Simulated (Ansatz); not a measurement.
# Si3N4 (Nierite): lattice vibrations and screening

The task, for Si3N4 (Nierite): relax the cell, tighten the relaxation for response calculations and compute the phonons at Γ and, if it has a gap, its response to an electric field.

Computed with Ansatz 0.2.0 (DFT PBEsol, scalar-relativistic, plane waves, PAW, unless a step's input says otherwise).

## 1. Starting point

It takes space group P31c (No. 159, trigonal). Conventional cell: a = 7.765 Å, b = 7.765 Å, c = 5.628 Å, α = 90.00°, β = 90.00°, γ = 120.00°. Si (site symmetry 1) has 4 N at 1.64 to 1.82 Å in its first shell of neighbours. Si (site symmetry 1) is surrounded by 4 N at 1.71 to 1.93 Å. N (site symmetry 3) has 3 Si at 1.72 Å in its first shell of neighbours. N (site symmetry 3) has 3 Si at 1.74 Å in its first shell of neighbours. N (site symmetry 1) is surrounded by 3 Si at 1.64 to 1.82 Å. N (site symmetry 1) is surrounded by 3 Si at 1.71 to 1.93 Å.

As a file:

```xyz
28
Lattice="7.7650 0.0000 0.0000 -3.8825 6.7247 0.0000 0.0000 0.0000 5.6275" Properties=species:S:1:pos:R:3 pbc="T T T"
Si    3.6484    0.5481    1.0715
Si    5.4662    2.8856    1.0715
Si    2.5329    3.2911    1.0715
Si   -1.3496    3.4336    3.8852
Si   -0.2341    6.1766    3.8852
Si    1.5837    3.8391    3.8852
Si    0.3090    1.6946    5.5330
Si    2.2604    6.1450    5.5330
Si   -2.5694    5.6097    5.5330
Si    1.3131    1.1150    2.7192
Si    4.1915    5.0301    2.7192
Si    6.1429    0.5797    2.7192
N     0.0000    0.0000    5.4643
N     0.0000    0.0000    2.6506
N     0.0000    4.4831    3.5678
N     3.8825    2.2416    0.7541
N    -1.0254    6.4671    5.5037
N    -1.2055    2.6031    5.5037
N     2.2309    4.3791    5.5037
N     6.1134    2.3456    2.6899
N     2.8571    0.2576    2.6899
N     2.6770    4.1216    2.6899
N     1.0242    2.3846    1.2943
N     1.3053    6.4194    1.2943
N    -2.3295    4.6454    1.2943
N     1.5530    2.0793    4.1081
N     4.9067    4.3401    4.1081
N     5.1878    0.3053    4.1081
```

The structure comes from the Crystallography Open Database.

(A quick probe on a coarse mesh, which set the mesh and smearing, is not shown.)

## 3. Rough relaxation on the coarse mesh

input.yaml

```yaml
crystal:
  lattice:
    - [7.765, 0.0, 0.0]
    - [-3.8825, 6.7246872604, 0.0]
    - [0.0, 0.0, 5.6275]
  atoms:
    - { symbol: Si, position: [0.5106, 0.0815, 0.1904] }
    - { symbol: Si, position: [0.9185, 0.4291, 0.1904] }
    - { symbol: Si, position: [0.5709, 0.4894, 0.1904] }
    - { symbol: Si, position: [0.0815, 0.5106, 0.6904] }
    - { symbol: Si, position: [0.4291, 0.9185, 0.6904] }
    - { symbol: Si, position: [0.4894, 0.5709, 0.6904] }
    - { symbol: Si, position: [0.1658, 0.252, 0.9832] }
    - { symbol: Si, position: [0.748, 0.9138, 0.9832] }
    - { symbol: Si, position: [0.0862, 0.8342, 0.9832] }
    - { symbol: Si, position: [0.252, 0.1658, 0.4832] }
    - { symbol: Si, position: [0.9138, 0.748, 0.4832] }
    - { symbol: Si, position: [0.8342, 0.0862, 0.4832] }
    - { symbol: "N", position: [0.0, 0.0, 0.971] }
    - { symbol: "N", position: [0.0, 0.0, 0.471] }
    - { symbol: "N", position: [0.3333333333, 0.6666666667, 0.634] }
    - { symbol: "N", position: [0.6666666667, 0.3333333333, 0.134] }
    - { symbol: "N", position: [0.3488, 0.9617, 0.978] }
    - { symbol: "N", position: [0.0383, 0.3871, 0.978] }
    - { symbol: "N", position: [0.6129, 0.6512, 0.978] }
    - { symbol: "N", position: [0.9617, 0.3488, 0.478] }
    - { symbol: "N", position: [0.3871, 0.0383, 0.478] }
    - { symbol: "N", position: [0.6512, 0.6129, 0.478] }
    - { symbol: "N", position: [0.3092, 0.3546, 0.23] }
    - { symbol: "N", position: [0.6454, 0.9546, 0.23] }
    - { symbol: "N", position: [0.0454, 0.6908, 0.23] }
    - { symbol: "N", position: [0.3546, 0.3092, 0.73] }
    - { symbol: "N", position: [0.9546, 0.6454, 0.73] }
    - { symbol: "N", position: [0.6908, 0.0454, 0.73] }
basis:
  ecutwfc: 420
kpoints:
  mp_grid: { grid: [3, 3, 4] }
hamiltonian:
  xc: pbesol
scf:
  occupations: { method: gaussian, width: 0.1 }
output:
  forces: true
  stress: true
  eigenvalues: true
relax:
  adjacent_minimum: "off"
  f_tol: 0.05
  max_steps: 80
  cell: { stress_tol: 0.5 }
```

Command:

```bash
ansatz run input.yaml --threads 8 --pin off --max-ram 22528MiB --backend cpu --events-out ev --progress --plain --runs-dir out
```

The session goes on with these runs: relaxing cell and atoms; relaxing to 0.001 eV/Å; zone-centre modes.

Before running it: what results should come out? Wanted: relaxed cell; volume; formation energy; optical modes at Γ; ε∞, principal values; ε0 with the ions free; mean Born charges; LO modes for q along x.

**Answer**, as computed:

| quantity | value |
| --- | --- |
| relaxed cell | a = 7.771 Å, b = 7.771 Å, c = 5.634 Å, α = 90.00°, β = 90.00°, γ = 120.00° |
| space group (0.01 Å) | P31c (No. 159) |
| volume | 10.52 Å³/atom |
| formation energy (elements from runs with the same settings, not shown) | -1.22 eV/atom |
| optical modes at Γ (without the LO field) | 191 to 1013 cm⁻¹ |
| ε∞, principal values | 4.29, 4.35, 4.35 |
| ε0 with the ions free | 8.1, 8.3, 8.3 |
| mean Born charges | Si +3.35, N -2.53 to -2.47 e |
| LO modes for q along x | 220, 268, 291, 332, 339, 361, 441, 484, 583, 664, 677, 846, 861, 886, 897, 902, 933, 955, 1098 cm⁻¹ |

What this shows: The volume hardly moved (+0.3 %). All optical modes at Γ are real, so no distortion that keeps the cell lowers the energy to second order; that says nothing of other wave vectors. Of the static screening, 48 % comes from the ions' motion.
